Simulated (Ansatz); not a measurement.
**C2H10AlBSi: up Jacob's ladder to CCSD(T)**

An exercise on one series of results from a longer session: the logs are not shown, and one member is left open.

The runs use Ansatz 0.2.0, Gaussian basis; functionals in def2-TZVPP, the program's frozen cores in correlated methods.

The runs, in order: PBE-D4, r2SCAN-D4, PBE0-D4, B3LYP-D4, ωB97X-V, ωB97M-V, B2PLYP; CCSD(T)/def2-TZVPP; MP2/def2-QZVPP; extrapolation to the limit.

### Structure used throughout

The geometry comes from an earlier relaxation with PBE0-D4 in a triple-zeta def2 set; it is a stationary point, not always the lowest conformer.

SMILES `C[BH][AlH][SiH2]C`, 15 atoms, charge 0, spin multiplicity 1.

Atoms are counted from 1 here; the program's logs count them from 0.

Bond lengths: C1–B2 1.559 Å, C1–H6 1.091 Å, C1–H7 1.094 Å, C1–H8 1.105 Å, B2–Al3 2.125 Å, B2–H9 1.208 Å, Al3–Si4 2.469 Å, Al3–H10 1.599 Å, Si4–C5 1.886 Å, Si4–H11 1.497 Å, Si4–H12 1.496 Å, C5–H13 1.092 Å, C5–H14 1.092 Å, C5–H15 1.093 Å. Angles: B2–C1–H6 117.4°, B2–C1–H7 113.9°, B2–C1–H8 103.2°, H6–C1–H7 109.7°, H6–C1–H8 106.6°, H7–C1–H8 104.8°, C1–B2–Al3 126.9°, C1–B2–H9 115.2°, Al3–B2–H9 117.6°, B2–Al3–Si4 121.4°, B2–Al3–H10 121.2°, Si4–Al3–H10 117.3°, Al3–Si4–C5 114.2°, Al3–Si4–H11 109.4°, Al3–Si4–H12 109.9°, C5–Si4–H11 108.6°, C5–Si4–H12 108.7°, H11–Si4–H12 105.6° and more.

Set-up of the first run:

in.yaml

```yaml
crystal:
  periodic: [false, false, false]
  atoms:
    - {symbol: C, position_ang: [-0.840986, 0.636156, 2.605764]}
    - {symbol: B, position_ang: [0.501954, 0.722633, 1.818803]}
    - {symbol: Al, position_ang: [1.345145, -0.770202, 0.564140]}
    - {symbol: Si, position_ang: [0.654331, -1.009788, -1.794182]}
    - {symbol: C, position_ang: [-0.680502, 0.206637, -2.337615]}
    - {symbol: H, position_ang: [-1.255628, -0.357402, 2.782802]}
    - {symbol: H, position_ang: [-0.846096, 1.209610, 3.537285]}
    - {symbol: H, position_ang: [-1.553811, 1.162485, 1.945508]}
    - {symbol: H, position_ang: [1.055670, 1.795027, 1.863751]}
    - {symbol: H, position_ang: [2.469440, -1.769878, 1.104969]}
    - {symbol: H, position_ang: [0.156620, -2.401716, -2.028233]}
    - {symbol: H, position_ang: [1.841584, -0.851772, -2.690831]}
    - {symbol: H, position_ang: [-0.334224, 1.236945, -2.227810]}
    - {symbol: H, position_ang: [-0.953256, 0.050319, -3.383524]}
    - {symbol: H, position_ang: [-1.582041, 0.090242, -1.731528]}
basis:
  gaussian: {orbitals: def2-TZVPP}
hamiltonian: {xc: pbe, dispersion: d4}
output: {forces: true, orbitals: {seedname: orbitals}}
```

Started as:

```
ansatz run in.yaml --threads 4 --pin off --events-out ev --progress --plain --max-ram 10444MiB
```

Among the steps run: PBE-D4 (GGA); r2SCAN-D4 (meta-GGA); PBE0-D4 (hybrid); B3LYP-D4 (hybrid); ωB97X-V (range-separated); ωB97M-V (range-separated); B2PLYP (double hybrid); CCSD(T) in def2-TZVPP; MP2 in def2-QZVPP.

One table of the session follows, with a row left open; its other results are not shown here.

```
            method  atomisation energy (kJ/mol)
            PBE-D4                       5038.9
         r2SCAN-D4                       5035.4
           PBE0-D4                       5014.8
          B3LYP-D4                       5019.3
           ωB97X-V                       5036.0
           ωB97M-V                       5019.5
            B2PLYP                       4954.8
     HF/def2-TZVPP                       3873.3
    MP2/def2-TZVPP                            ?
   CCSD/def2-TZVPP                       4850.8
CCSD(T)/def2-TZVPP                       4897.7
           MP2/CBS                       5004.4
       CCSD(T)/CBS                       5004.0
```

Q: Estimate the row for MP2/def2-TZVPP from the others.

**Answer.** atomisation energy (kJ/mol): 4898.1. In the column «atomisation energy (kJ/mol)» it lies between CCSD(T)/def2-TZVPP (4897.7) and B2PLYP (4954.8).

Limits of these values: Free atoms (2 C, 1 B, 1 Al, 1 Si, 10 H) were run apart at each level; the atomisation energy is their sum less the molecule, without zero-point or spin-orbit terms.
